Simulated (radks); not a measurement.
**Rb³⁺ in [Ar] 3d10 4s2 4p4: an all-electron calculation**

One table from this session's results is given with a row withheld; the runs are named, their logs left out.

Program: radks (a radial shooting solver on a logarithmic mesh, Libxc functionals) version 1. Level of theory: scalar-relativistic Kohn-Sham, LDA (Slater exchange, Perdew-Wang correlation), spin-unpolarised, spherical densities, point nucleus. These are calculated values, not measurements, unless marked.

## The system

```
element       : rubidium (Z = 37)
charge        : +3
electrons     : 34
configuration : [Ar] 3d10 4s2 4p4
```

The outer shells:

Rb³⁺
```
[Ar] core
3d [↑↓][↑↓][↑↓][↑↓][↑↓]
4s [↑↓]
4p [↑↓][↑ ][↑ ]
```

The first run:

Input:

```text
Z 37
configuration [Ar] 3d10 4s2 4p4
relativity scalar-relativistic
functional lda,pw
spin unpolarised
nucleus point
c 137.035999084
```

On the command line:

```sh
python run_ks.py task.json out
```

All runs below come from this command, one after another.

Among the steps run: Self-consistent calculation.

One table of the session follows, with a row left open; its other results are not shown here.

It belongs to the step «Radial structure». From the orbitals of this run (lengths in bohr):

| level | <r> | outermost maximum (interpolated) | 90 % within | nodes |
| --- | --- | --- | --- | --- |
| 1s | ? | ? | ? | ? |
| 2s | 0.1781 | 0.150 | 0.275 | 1 |
| 2p | 0.1552 | 0.120 | 0.253 | 0 |
| 3s | 0.5113 | 0.451 | 0.760 | 2 |
| 3p | 0.5190 | 0.446 | 0.790 | 1 |
| 3d | 0.5241 | 0.392 | 0.854 | 0 |
| 4s | 1.389 | 1.23 | 2.03 | 3 |
| 4p | 1.570 | 1.37 | 2.32 | 2 |

Estimate the missing values for 1s.

**Answer.** <r>: 0.04034; outermost maximum (interpolated): 0.0263; 90 % within: 0.0722; nodes: 0. In the column «<r>» it is the lowest.

To keep in mind: Spin polarisation and multiplet splitting are left out.
